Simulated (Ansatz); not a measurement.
**TaC (quartet): wB97M-V, B2PLYP over vertical spin and charge gaps, def2-QZVPP**

How well do these functionals follow the top wave-function level for TaC (quartet) over vertical spin and charge gaps?

Method: def2-QZVPP, all electrons in the functionals, frozen cores in the correlation of double hybrids and RPA; program: Ansatz 0.2.0, Gaussian basis.

The runs, in order: wB97M-V, B2PLYP, at charge 0, quartet; charge 0, doublet; charge 0, sextet; charge 1, triplet; charge 1, quintet.

**1. The geometry**

The geometry is a PBE0/def2-TZVP stationary point (not a proven minimum). No spin-orbit coupling is included. Elements past krypton take def2 core potentials.

2 atoms, charge 0, spin multiplicity 4.

Atoms are counted from 1 here; the program's logs count them from 0.

Bond lengths: Ta1–C2 1.764 Å.

No dispersion term is added; wB97M-V holds VV10 nonlocal correlation.

The geometry shown and the zero of energy belong to the point charge 0, quartet. The yardstick, UCCSD(T), and other wave-function levels (R restricted, U unrestricted, valence and pair active spaces) come from earlier runs.

**2. wB97M-V, charge 0, quartet**

The input, in.yaml:

```yaml
crystal:
  periodic: [false, false, false]
  atoms:
    - {symbol: Ta, position_ang: [0.000000, 0.000000, 0.000000]}
    - {symbol: C, position_ang: [0.000000, 0.000000, 1.764200]}
basis:
  gaussian: {orbitals: "def2-QZVPP.json"}
magnetization: {spin_polarized: true, initial_magnetization: 3}
hamiltonian: {xc: {name: wB97M-V}}
output: {orbitals: {seedname: orbitals}}
```

The run is started by

```console
$ ansatz run in.yaml --threads 2 --pin off --events-out ev --progress --plain --max-ram 24576MiB --backend cuda --devices 0, --max-vram 18GiB
```

Output (excerpt; [...] marks lines left out):

```text
Functional definition: wB97M-V
  name "wB97M-V"
  cite "Mardirossian & Head-Gordon, J. Chem. Phys. 144, 214110 (2016) doi:10.1063/1.4952647"
  cite "Becke, J. Chem. Phys. 107, 8554 (1997) doi:10.1063/1.475007"
  cite "Vydrov & Van Voorhis, J. Chem. Phys. 133, 244103 (2010) doi:10.1063/1.3521275"
  # Of w^i u^j: cxij and so on, Table III.
[...]
  gx(w, u) = 1 - cx + cx01*u + cx10*w
  gss(w, u) = css00 + css04*u^4 + css10*w + css20*w^2 + css43*w^4*u^3
  gos(w, u) = cos00 + cos10*w + (cos20 + cos21*u)*w^2 + (cos60 + cos61*u)*w^6
[...]
      + integral(e_c_pw_mod_opposite_spin*gos(b97_w_opposite, b97_u_opposite)) + vv10(b, c)
580 factors; their error is unknown
139 factors; integrals over basis functions are off by at most 5.5e-5 eV
[...]
mean field -2578.54607144 eV, -94.7598203240 hartree, gradient 1.9e-5 eV, S^2 3.761990; 3 other end points of the search recorded, 0 dependent functions left out
reference -2578.54610850 eV, -94.7598216859 hartree; 11, 8 occupied and 127, 130 virtual orbitals, 580 factors
Total energy: -2578.54610850 eV, -94.7598216859 hartree
```

Wall time 14 s (1 × H100 (card shared with other runs) with 2 threads of AMD EPYC 7R13, shared host); peak host memory 0.94 GiB.

From the report: ⟨S²⟩ of the determinant 3.762 (pure quartet: 3.75).

**3. wB97M-V, charge 0, doublet**

in.yaml: that of step 2 with these lines changed.

```diff
@@ -7,3 +7,3 @@
   gaussian: {orbitals: "def2-QZVPP.json"}
-magnetization: {spin_polarized: true, initial_magnetization: 3}
+magnetization: {spin_polarized: true, initial_magnetization: 1}
 hamiltonian: {xc: {name: wB97M-V}}
```

Launched as before.

Output (excerpt; [...] marks lines left out):

```text
Functional definition: wB97M-V
  name "wB97M-V"
  cite "Mardirossian & Head-Gordon, J. Chem. Phys. 144, 214110 (2016) doi:10.1063/1.4952647"
  cite "Becke, J. Chem. Phys. 107, 8554 (1997) doi:10.1063/1.475007"
  cite "Vydrov & Van Voorhis, J. Chem. Phys. 133, 244103 (2010) doi:10.1063/1.3521275"
  # Of w^i u^j: cxij and so on, Table III.
[...]
  gx(w, u) = 1 - cx + cx01*u + cx10*w
  gss(w, u) = css00 + css04*u^4 + css10*w + css20*w^2 + css43*w^4*u^3
  gos(w, u) = cos00 + cos10*w + (cos20 + cos21*u)*w^2 + (cos60 + cos61*u)*w^6
[...]
      + integral(e_c_pw_mod_opposite_spin*gos(b97_w_opposite, b97_u_opposite)) + vv10(b, c)
580 factors; their error is unknown
139 factors; integrals over basis functions are off by at most 5.5e-5 eV
[...]
mean field -2579.03799195 eV, -94.7778980693 hartree, gradient 2.5e-5 eV, S^2 0.984553; 6 other end points of the search recorded, 0 dependent functions left out
reference -2579.03803033 eV, -94.7778994797 hartree; 10, 9 occupied and 128, 129 virtual orbitals, 580 factors
Total energy: -2579.03803033 eV, -94.7778994797 hartree
```

It took 15 s on 1 × H100 (card shared with other runs) with 2 threads of AMD EPYC 7R13, shared host; peak host memory 0.93 GiB.

From the report: ⟨S²⟩ of the determinant 0.985 (pure doublet: 0.75).

From charge 0, quartet: -0.492 eV.

**4. wB97M-V, charge 0, sextet**

in.yaml: that of step 3 with these lines changed.

```diff
@@ -7,3 +7,3 @@
   gaussian: {orbitals: "def2-QZVPP.json"}
-magnetization: {spin_polarized: true, initial_magnetization: 1}
+magnetization: {spin_polarized: true, initial_magnetization: 5}
 hamiltonian: {xc: {name: wB97M-V}}
```

The command is unchanged.

Output (excerpt; [...] marks lines left out):

```text
Functional definition: wB97M-V
  name "wB97M-V"
  cite "Mardirossian & Head-Gordon, J. Chem. Phys. 144, 214110 (2016) doi:10.1063/1.4952647"
  cite "Becke, J. Chem. Phys. 107, 8554 (1997) doi:10.1063/1.475007"
  cite "Vydrov & Van Voorhis, J. Chem. Phys. 133, 244103 (2010) doi:10.1063/1.3521275"
  # Of w^i u^j: cxij and so on, Table III.
[...]
  gx(w, u) = 1 - cx + cx01*u + cx10*w
  gss(w, u) = css00 + css04*u^4 + css10*w + css20*w^2 + css43*w^4*u^3
  gos(w, u) = cos00 + cos10*w + (cos20 + cos21*u)*w^2 + (cos60 + cos61*u)*w^6
[...]
      + integral(e_c_pw_mod_opposite_spin*gos(b97_w_opposite, b97_u_opposite)) + vv10(b, c)
580 factors; their error is unknown
139 factors; integrals over basis functions are off by at most 5.5e-5 eV
[...]
mean field -2577.20102553 eV, -94.7103907987 hartree, gradient 3.4e-6 eV, S^2 8.755739; 3 other end points of the search recorded, 0 dependent functions left out
reference -2577.20106335 eV, -94.7103921884 hartree; 12, 7 occupied and 126, 131 virtual orbitals, 580 factors
Total energy: -2577.20106335 eV, -94.7103921884 hartree
```

It took 12 s on 1 × H100 (card shared with other runs) with 2 threads of AMD EPYC 7R13, shared host; peak host memory 0.92 GiB.

From the report: ⟨S²⟩ of the determinant 8.756 (pure sextet: 8.75).

From charge 0, quartet: +1.345 eV.

**5. wB97M-V, charge 1, triplet**

in.yaml: that of step 4 with these lines changed.

```diff
@@ -7,3 +7,4 @@
   gaussian: {orbitals: "def2-QZVPP.json"}
-magnetization: {spin_polarized: true, initial_magnetization: 5}
+total_charge: 1
+magnetization: {spin_polarized: true, initial_magnetization: 2}
 hamiltonian: {xc: {name: wB97M-V}}
```

The command is unchanged.

Output (excerpt; [...] marks lines left out):

```text
Functional definition: wB97M-V
  name "wB97M-V"
  cite "Mardirossian & Head-Gordon, J. Chem. Phys. 144, 214110 (2016) doi:10.1063/1.4952647"
  cite "Becke, J. Chem. Phys. 107, 8554 (1997) doi:10.1063/1.475007"
  cite "Vydrov & Van Voorhis, J. Chem. Phys. 133, 244103 (2010) doi:10.1063/1.3521275"
  # Of w^i u^j: cxij and so on, Table III.
[...]
  gx(w, u) = 1 - cx + cx01*u + cx10*w
  gss(w, u) = css00 + css04*u^4 + css10*w + css20*w^2 + css43*w^4*u^3
  gos(w, u) = cos00 + cos10*w + (cos20 + cos21*u)*w^2 + (cos60 + cos61*u)*w^6
[...]
      + integral(e_c_pw_mod_opposite_spin*gos(b97_w_opposite, b97_u_opposite)) + vv10(b, c)
580 factors; their error is unknown
139 factors; integrals over basis functions are off by at most 5.5e-5 eV
[...]
mean field -2571.12972650 eV, -94.4872746744 hartree, gradient 2.8e-5 eV, S^2 2.009253; 5 other end points of the search recorded, 0 dependent functions left out
reference -2571.12976686 eV, -94.4872761576 hartree; 10, 8 occupied and 128, 130 virtual orbitals, 580 factors
Total energy: -2571.12976686 eV, -94.4872761576 hartree
```

Run time: 10 s. Hardware: 1 × H100 (card shared with other runs) with 2 threads of AMD EPYC 7R13, shared host; peak host memory 0.93 GiB.

From the report: ⟨S²⟩ of the determinant 2.009 (pure triplet: 2.00).

From charge 0, quartet: +7.416 eV.

**6. wB97M-V, charge 1, quintet**

in.yaml: that of step 5 with these lines changed.

```diff
@@ -8,3 +8,3 @@
 total_charge: 1
-magnetization: {spin_polarized: true, initial_magnetization: 2}
+magnetization: {spin_polarized: true, initial_magnetization: 4}
 hamiltonian: {xc: {name: wB97M-V}}
```

The command is unchanged.

Output (excerpt; [...] marks lines left out):

```text
Functional definition: wB97M-V
  name "wB97M-V"
  cite "Mardirossian & Head-Gordon, J. Chem. Phys. 144, 214110 (2016) doi:10.1063/1.4952647"
  cite "Becke, J. Chem. Phys. 107, 8554 (1997) doi:10.1063/1.475007"
  cite "Vydrov & Van Voorhis, J. Chem. Phys. 133, 244103 (2010) doi:10.1063/1.3521275"
  # Of w^i u^j: cxij and so on, Table III.
[...]
  gx(w, u) = 1 - cx + cx01*u + cx10*w
  gss(w, u) = css00 + css04*u^4 + css10*w + css20*w^2 + css43*w^4*u^3
  gos(w, u) = cos00 + cos10*w + (cos20 + cos21*u)*w^2 + (cos60 + cos61*u)*w^6
[...]
      + integral(e_c_pw_mod_opposite_spin*gos(b97_w_opposite, b97_u_opposite)) + vv10(b, c)
580 factors; their error is unknown
139 factors; integrals over basis functions are off by at most 5.5e-5 eV
[...]
mean field -2570.42941211 eV, -94.4615385955 hartree, gradient 6.5e-6 eV, S^2 6.005458; 6 other end points of the search recorded, 0 dependent functions left out
reference -2570.42945228 eV, -94.4615400715 hartree; 11, 7 occupied and 127, 131 virtual orbitals, 580 factors
Total energy: -2570.42945228 eV, -94.4615400715 hartree
```

Run time: 18 s. Hardware: 1 × H100 (card shared with other runs) with 2 threads of AMD EPYC 7R13, shared host; peak host memory 0.95 GiB.

From the report: ⟨S²⟩ of the determinant 6.005 (pure quintet: 6.00).

From charge 0, quartet: +8.117 eV.

**7. B2PLYP, charge 0, quartet**

The input, in.yaml:

```yaml
crystal:
  periodic: [false, false, false]
  atoms:
    - {symbol: Ta, position_ang: [0.000000, 0.000000, 0.000000]}
    - {symbol: C, position_ang: [0.000000, 0.000000, 1.764200]}
basis:
  gaussian: {orbitals: "def2-QZVPP.json"}
magnetization: {spin_polarized: true, initial_magnetization: 3}
hamiltonian: {xc: {name: B2PLYP}}
correlation: {electrons: outside_noble_gas}
```

The command is unchanged.

Output (excerpt; [...] marks lines left out):

```text
Functional definition: B2PLYP
  name "B2PLYP"
  cite "Grimme, J. Chem. Phys. 124, 034108 (2006) doi:10.1063/1.2148954"
  cite "Becke, Phys. Rev. A 38, 3098 (1988) doi:10.1103/PhysRevA.38.3098"
  cite "Lee, Yang & Parr, Phys. Rev. B 37, 785 (1988) doi:10.1103/PhysRevB.37.785"
[...]
857 factors; integrals over basis functions are off by at most 1.0e-3 eV
[...]
mean field -2573.31414817 eV, -94.5675506904 hartree, gradient 7.1e-6 eV, S^2 3.789753; 6 other end points of the search recorded, 0 dependent functions left out
5 core orbitals not correlated: weight in the atoms' cores, before any rotation towards them, 0.993 or more for the frozen orbitals, at most 0.004 for the correlated occupied ones
reference -2573.31426021 eV, -94.5675548077 hartree; 6, 3 occupied and 127, 130 virtual orbitals, 857 factors
second order -10.01208674 eV of doubles, -0.00000000 eV of singles
Total energy: -2576.01752363 eV, -94.6668979061 hartree
```

Run time: 17 s. Hardware: 1 × H100 (card shared with other runs) with 2 threads of AMD EPYC 7R13, shared host; peak host memory 0.85 GiB.

From the report: ⟨S²⟩ of the determinant 3.790 (pure quartet: 3.75).

**8. B2PLYP, charge 0, doublet**

in.yaml: that of step 7 with these lines changed.

```diff
@@ -7,3 +7,3 @@
   gaussian: {orbitals: "def2-QZVPP.json"}
-magnetization: {spin_polarized: true, initial_magnetization: 3}
+magnetization: {spin_polarized: true, initial_magnetization: 1}
 hamiltonian: {xc: {name: B2PLYP}}
```

Launched as before.

Output (excerpt; [...] marks lines left out):

```text
Functional definition: B2PLYP
  name "B2PLYP"
  cite "Grimme, J. Chem. Phys. 124, 034108 (2006) doi:10.1063/1.2148954"
  cite "Becke, Phys. Rev. A 38, 3098 (1988) doi:10.1103/PhysRevA.38.3098"
  cite "Lee, Yang & Parr, Phys. Rev. B 37, 785 (1988) doi:10.1103/PhysRevB.37.785"
[...]
857 factors; integrals over basis functions are off by at most 1.0e-3 eV
[...]
mean field -2573.42674295 eV, -94.5716884721 hartree, gradient 2.0e-6 eV, S^2 1.321026; 14 other end points of the search recorded, 0 dependent functions left out
5 core orbitals not correlated: weight in the atoms' cores, before any rotation towards them, 0.993 or more for the frozen orbitals, at most 0.004 for the correlated occupied ones
reference -2573.42685264 eV, -94.5716925032 hartree; 5, 4 occupied and 128, 129 virtual orbitals, 857 factors
second order -10.74842036 eV of doubles, -0.00000000 eV of singles
Total energy: -2576.32892614 eV, -94.6783417371 hartree
```

It took 13 s on 1 × H100 (card shared with other runs) with 2 threads of AMD EPYC 7R13, shared host; peak host memory 0.85 GiB.

From the report: ⟨S²⟩ of the determinant 1.321 (pure doublet: 0.75). The determinant is far from a pure spin state, so its energy mixes those of several spin states (harmless only where they are near-degenerate, as at dissociation).

From charge 0, quartet: -0.311 eV.

**9. B2PLYP, charge 0, sextet**

in.yaml: that of step 8 with these lines changed.

```diff
@@ -7,3 +7,3 @@
   gaussian: {orbitals: "def2-QZVPP.json"}
-magnetization: {spin_polarized: true, initial_magnetization: 1}
+magnetization: {spin_polarized: true, initial_magnetization: 5}
 hamiltonian: {xc: {name: B2PLYP}}
```

Launched as before.

Output (excerpt; [...] marks lines left out):

```text
Functional definition: B2PLYP
  name "B2PLYP"
  cite "Grimme, J. Chem. Phys. 124, 034108 (2006) doi:10.1063/1.2148954"
  cite "Becke, Phys. Rev. A 38, 3098 (1988) doi:10.1103/PhysRevA.38.3098"
  cite "Lee, Yang & Parr, Phys. Rev. B 37, 785 (1988) doi:10.1103/PhysRevB.37.785"
[...]
857 factors; integrals over basis functions are off by at most 1.0e-3 eV
[...]
mean field -2572.14183771 eV, -94.5244690753 hartree, gradient 7.5e-6 eV, S^2 8.760619; 6 other end points of the search recorded, 0 dependent functions left out
5 core orbitals not correlated: weight in the atoms' cores, before any rotation towards them, 0.991 or more for the frozen orbitals, at most 0.006 for the correlated occupied ones
reference -2572.14195171 eV, -94.5244732651 hartree; 7, 2 occupied and 126, 131 virtual orbitals, 857 factors
second order -7.65841899 eV of doubles, -0.00000000 eV of singles
Total energy: -2574.20972484 eV, -94.6004625259 hartree
```

Run time: 11 s. Hardware: 1 × H100 (card shared with other runs) with 2 threads of AMD EPYC 7R13, shared host; peak host memory 0.84 GiB.

From the report: ⟨S²⟩ of the determinant 8.761 (pure sextet: 8.75).

From charge 0, quartet: +1.808 eV.

**10. B2PLYP, charge 1, triplet**

in.yaml: that of step 9 with these lines changed.

```diff
@@ -7,3 +7,4 @@
   gaussian: {orbitals: "def2-QZVPP.json"}
-magnetization: {spin_polarized: true, initial_magnetization: 5}
+total_charge: 1
+magnetization: {spin_polarized: true, initial_magnetization: 2}
 hamiltonian: {xc: {name: B2PLYP}}
```

Launched as before.

Output (excerpt; [...] marks lines left out):

```text
Functional definition: B2PLYP
  name "B2PLYP"
  cite "Grimme, J. Chem. Phys. 124, 034108 (2006) doi:10.1063/1.2148954"
  cite "Becke, Phys. Rev. A 38, 3098 (1988) doi:10.1103/PhysRevA.38.3098"
  cite "Lee, Yang & Parr, Phys. Rev. B 37, 785 (1988) doi:10.1103/PhysRevB.37.785"
[...]
857 factors; integrals over basis functions are off by at most 1.0e-3 eV
[...]
mean field -2565.94382656 eV, -94.2966963670 hartree, gradient 4.9e-6 eV, S^2 2.017153; 6 other end points of the search recorded, 0 dependent functions left out
5 core orbitals not correlated: weight in the atoms' cores, before any rotation towards them, 0.994 or more for the frozen orbitals, at most 0.004 for the correlated occupied ones
reference -2565.94394348 eV, -94.2967006635 hartree; 5, 3 occupied and 128, 130 virtual orbitals, 857 factors
second order -9.75162782 eV of doubles, -0.00000000 eV of singles
Total energy: -2568.57688299 eV, -94.3934594059 hartree
```

It took 13 s on 1 × H100 (card shared with other runs) with 2 threads of AMD EPYC 7R13, shared host; peak host memory 0.84 GiB.

From the report: ⟨S²⟩ of the determinant 2.017 (pure triplet: 2.00).

From charge 0, quartet: +7.441 eV.

**11. B2PLYP, charge 1, quintet**

in.yaml: that of step 10 with these lines changed.

```diff
@@ -8,3 +8,3 @@
 total_charge: 1
-magnetization: {spin_polarized: true, initial_magnetization: 2}
+magnetization: {spin_polarized: true, initial_magnetization: 4}
 hamiltonian: {xc: {name: B2PLYP}}
```

The command is unchanged.

Output (excerpt; [...] marks lines left out):

```text
Functional definition: B2PLYP
  name "B2PLYP"
  cite "Grimme, J. Chem. Phys. 124, 034108 (2006) doi:10.1063/1.2148954"
  cite "Becke, Phys. Rev. A 38, 3098 (1988) doi:10.1103/PhysRevA.38.3098"
  cite "Lee, Yang & Parr, Phys. Rev. B 37, 785 (1988) doi:10.1103/PhysRevB.37.785"
[...]
857 factors; integrals over basis functions are off by at most 1.0e-3 eV
[...]
mean field -2565.59683172 eV, -94.2839445418 hartree, gradient 2.3e-6 eV, S^2 6.007025; 9 other end points of the search recorded, 0 dependent functions left out
5 core orbitals not correlated: weight in the atoms' cores, before any rotation towards them, 0.992 or more for the frozen orbitals, at most 0.005 for the correlated occupied ones
reference -2565.59695012 eV, -94.2839488929 hartree; 6, 2 occupied and 127, 131 virtual orbitals, 857 factors
second order -7.21648234 eV of doubles, -0.00000000 eV of singles
Total energy: -2567.54540035 eV, -94.3555531182 hartree
```

Run time: 8.5 s. Hardware: 1 × H100 (card shared with other runs) with 2 threads of AMD EPYC 7R13, shared host; peak host memory 0.84 GiB.

From the report: ⟨S²⟩ of the determinant 6.007 (pure quintet: 6.00).

From charge 0, quartet: +8.472 eV.

**12. Against the wave-function levels**

No level is safe as a reference over these points; UCCSD(T) serves as a yardstick only. It comes from earlier runs at the same points. Energies in eV, counted from charge 0, quartet; blanks weren't run or aren't comparable.

```
   level  quartet to doublet  quartet to sextet  ionisation to the triplet cation  ionisation to the quintet cation
UCCSD(T)              -0.345              1.630                             7.416                             8.326
 wB97M-V              -0.492              1.345                             7.416                             8.117
  B2PLYP              -0.311              1.808                             7.441                             8.472
```

Largest miss and mean time a point (UCCSD(T) took 41 s a point; shared hosts):

| level | largest miss (eV) | where | time a point |
| --- | --- | --- | --- |
| wB97M-V | -0.285 | quartet to sextet | 14 s |
| B2PLYP | +0.177 | quartet to sextet | 12 s |

**13. Summary of results**

| quantity | value |
| --- | --- |
| quartet to doublet, UCCSD(T) | -0.345 eV |
| quartet to sextet, UCCSD(T) | 1.630 eV |
| ionisation to the triplet cation, UCCSD(T) | 7.416 eV |
| ionisation to the quintet cation, UCCSD(T) | 8.326 eV |
| largest miss, wB97M-V | -0.285 eV (quartet to sextet) |
| largest miss, B2PLYP | +0.177 eV (quartet to sextet) |

**Reading.** Of the functionals, B2PLYP keep the smallest largest miss at the points compared (at most 0.177 eV) and wB97M-V strays most (0.285 eV, at quartet to sextet). B2PLYP clearly breaks the spin symmetry at some points (⟨S²⟩ up to 0.57 above the pure value), so energy there is bought with a mixed spin. Functionals and the yardstick converge differently with the basis, so part of each miss in def2-QZVPP is the basis. The yardstick itself may be off where one determinant is a poor start.
